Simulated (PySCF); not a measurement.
# C4H8BF: the cost of one run

The runs use PySCF 2.14.0, with density-fitted response routines of our own; the level of theory stands in each step. All values are computed, except where a source is named. Atoms count from 0, in the outputs and in this text.

## (1) Starting geometry

14 atoms, charge 0, multiplicity 1; geometry from: GFN2-xTB. The atoms were then displaced at random by about 0.01 Å, so the start is not that level's minimum.

Bonds of the start (Å): C0–C1 1.37, C1–C2 1.50, C1–B3 1.53, B3–C4 1.60, B3–F5 1.33, C0–H6 1.06, C0–H7 1.08, C2–H8 1.11, C2–H9 1.07, C2–H10 1.10, C4–H11 1.08, C4–H12 1.10, C4–H13 1.11.

## (2) Optimising the geometry at PBE0-D3(BJ)/def2-SVP

The job: settings as JSON, then the geometry in Å.

```
{"job": {"xc": "PBE0", "basis": "def2-SVP", "d3": "d3bj", "grid": 1, "shake": 0.01, "kind": "geom"}, "charge": 0, "multiplicity": 1}
C      1.676800    -1.264130    -0.153370
C      0.685320    -0.321260    -0.175480
C      1.012570     1.131800    -0.381250
B     -0.773740    -0.730670     0.010630
C     -2.019580     0.276500     0.003030
F     -1.075740    -2.019910     0.180300
H      1.439880    -2.283990    -0.015400
H      2.714540    -0.983210    -0.289430
H      0.692660     1.724350     0.500310
H      0.524310     1.517360    -1.245980
H      2.095600     1.271630    -0.483060
H     -2.966700    -0.211550     0.168540
H     -2.094370     0.843490    -0.934170
H     -1.918710     1.034520     0.802600
```

Launch:

```console
$ OMP_NUM_THREADS=1 python probes_run.py task.json out
```

One launch serves the whole session: the jobs run in the order shown.

**Question.** How long does this first job take on 1 thread of Arm Neoverse V2, shared host, and how much memory does it need?

About 49 s, with a peak of 0.49 GiB.
